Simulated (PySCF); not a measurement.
# La3 (La3): the cost of one run

Program: PySCF 2.14.0. Level of theory: r2SCAN, La def2-SVP with ECP46; scalar-relativistic core potentials, no spin–orbit coupling. These are calculated values, not measurements.

3 further runs of the same task are left out: 1 for a known fault of the program, 1 that didn't finish, 1 set aside as unsound or not needed.

**1. Where the work starts**

3 atoms, charge 0, spin multiplicity 2.

Bond lengths: La1–La2 3.300 Å, La2–La3 3.300 Å. Angles: La1–La2–La3 180.0°.

Coordinates:

```xyz
3
charge 0, multiplicity 2
La    0.0000    0.0000    3.3000
La    0.0000    0.0000    0.0000
La    0.0000    0.0000   -3.3000
```

**2. SCF at the start, doublet**

Contents of run.py (the lines that set the calculation):

```python
mol = gto.M(atom='''
La     0.00000     0.00000     3.30000
La     0.00000     0.00000     0.00000
La     0.00000     0.00000    -3.30000''',
    basis={'La': 'def2-SVP'},
    ecp={'La': 'def2-SVP'},
    charge=0, spin=1)
mf = dft.UKS(mol, xc='R2SCAN')
mf.grids.atom_grid = (50, 194)  # f atoms: unpruned, at least (60, 302)
mf = mf.density_fit()  # fitting sets: La def2-universal-JKFIT
mf.conv_tol = 1e-08; mf.max_cycle = 55
mf.kernel(dm0)  # dm0: free metal ions and neutral atoms
```

Launch:

```
> OMP_NUM_THREADS=2 python run.py
```

**Question.** How long does this run take on 2 threads of Arm Neoverse V1, shared host, and how much memory does it need?

About 2.4 min, with a peak of 0.94 GiB.
